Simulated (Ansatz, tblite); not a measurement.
# Cu(AsH3)(SH) (AsCuH4S): one state, many levels

One table from this session's results is given with a row withheld; the runs are named, their logs left out.

The runs use Ansatz 0.2.0, Gaussian basis; as each input shows.

Plan: GFN1-xTB, GFN2-xTB, PBE-D4/def2-TZVP, r2SCAN-D4/def2-TZVP, HSE06-D4/def2-TZVP, BHLYP-D4/def2-TZVP, BLYP-D4/def2-TZVP, HF/def2-TZVP, CAM-B3LYP-D4/def2-TZVP, r2SCAN0-D4/def2-TZVP, ωB97X-V/def2-TZVP, PBE-D4/def2-SVP, PBE0-D4/def2-SVP, HF/STO-3G, HF/6-31G, B3LYP-D4/6-31G, PBE0-D4/def2-TZVPD, PBE-D4/def2-TZVPD, r2SCAN-D4/def2-TZVPD, CCSD(T)/def2-TZVPP, MP2/def2-TZVP, RPA/def2-TZVP.

### The structure

The singlet was relaxed beforehand with B3LYP-D4/def2-SVP.

7 atoms, charge 0, spin multiplicity 1.

Bond lengths: Cu1–As2 2.313 Å, Cu1–S6 2.161 Å, As2–H3 1.517 Å, As2–H4 1.516 Å, As2–H5 1.517 Å, S6–H7 1.357 Å. Angles: As2–Cu1–S6 177.7°, Cu1–As2–H3 120.3°, Cu1–As2–H4 119.1°, Cu1–As2–H5 121.3°, H3–As2–H4 96.9°, H3–As2–H5 96.7°, H4–As2–H5 96.9°, Cu1–S6–H7 92.8°.

Formally the metal is d10. No spin-orbit coupling is included.

PBE0-D4/def2-TZVP was run before; its log isn't repeated, and its numbers join the tables.

Set-up of the first run:

Tight binding, by tblite at 300 K electronic temperature and without a spin-polarisation term:

```python
tblite.interface.Calculator('GFN1-xTB', numbers, positions, charge=0, uhf=0).singlepoint()
```

Tight binding, by tblite at 300 K electronic temperature and without a spin-polarisation term:

```python
tblite.interface.Calculator('GFN2-xTB', numbers, positions, charge=0, uhf=0).singlepoint()
```

start.molden holds the orbitals of an earlier run on this state, given as this run's starting guess.

in.yaml reads:

```yaml
crystal:
  periodic: [false, false, false]
  atoms:
    - {symbol: Cu, position_ang: [0.160789, 0.055355, -1.014432]}
    - {symbol: As, position_ang: [0.151772, 0.039804, 1.298392]}
    - {symbol: H, position_ang: [-0.889725, 0.831528, 2.065810]}
    - {symbol: H, position_ang: [1.362900, 0.562711, 2.044939]}
    - {symbol: H, position_ang: [0.002133, -1.252919, 2.077671]}
    - {symbol: S, position_ang: [0.235743, 0.126822, -3.173339]}
    - {symbol: H, position_ang: [-1.023613, -0.363300, -3.299051]}
basis:
  gaussian: {orbitals: def2-TZVP, initial_orbitals: start.molden}
hamiltonian: {xc: pbe, dispersion: d4}
scf: {omitted_lower_state_checks: [starts]}
output: {orbitals: {seedname: orbitals}}
```

Command:

```
> ansatz run in.yaml --threads 4 --pin off --events-out ev --progress --plain --max-ram 3916MiB
```

Among the steps run: PBE-D4/def2-TZVP; r2SCAN-D4/def2-TZVP; HSE06-D4/def2-TZVP; BHLYP-D4/def2-TZVP; BLYP-D4/def2-TZVP; HF/def2-TZVP; CAM-B3LYP-D4/def2-TZVP; r2SCAN0-D4/def2-TZVP; ωB97X-V/def2-TZVP; PBE-D4/def2-SVP; PBE0-D4/def2-SVP; HF/STO-3G; HF/6-31G; B3LYP-D4/6-31G; PBE0-D4/def2-TZVPD; PBE-D4/def2-TZVPD; r2SCAN-D4/def2-TZVPD; CCSD(T)/def2-TZVPP; MP2/def2-TZVP; RPA/def2-TZVP.

One of the session's tables, all rows but one given; the rest of the session is left out.

```
                 level  HOMO (eV)  gap (eV)
             HF/STO-3G      -2.64      6.80
              HF/6-31G      -8.17      9.89
          HF/def2-TZVP      -8.12      9.92
       PBE-D4/def2-SVP      -4.28      2.89
      PBE-D4/def2-TZVP      -4.67      3.03
     PBE-D4/def2-TZVPD      -4.83      2.97
     BLYP-D4/def2-TZVP      -4.51      2.98
   r2SCAN-D4/def2-TZVP      -4.86      3.39
  r2SCAN-D4/def2-TZVPD      -4.98      3.32
        B3LYP-D4/6-31G      -5.35      4.31
      PBE0-D4/def2-SVP      -5.36      4.73
     PBE0-D4/def2-TZVP      -5.71      4.87
    PBE0-D4/def2-TZVPD      -5.84      4.73
  r2SCAN0-D4/def2-TZVP      -5.85      5.11
    HSE06-D4/def2-TZVP      -5.31      4.09
    BHLYP-D4/def2-TZVP      -6.63      6.60
CAM-B3LYP-D4/def2-TZVP      -6.97      7.07
     ωB97X-V/def2-TZVP          ?         ?
```

Q: Estimate the row for ωB97X-V/def2-TZVP from the others.

**Answer.** HOMO (eV): -7.98; gap (eV): 9.11. In the column «HOMO (eV)» it lies between HF/def2-TZVP (-8.12) and CAM-B3LYP-D4/def2-TZVP (-6.97).
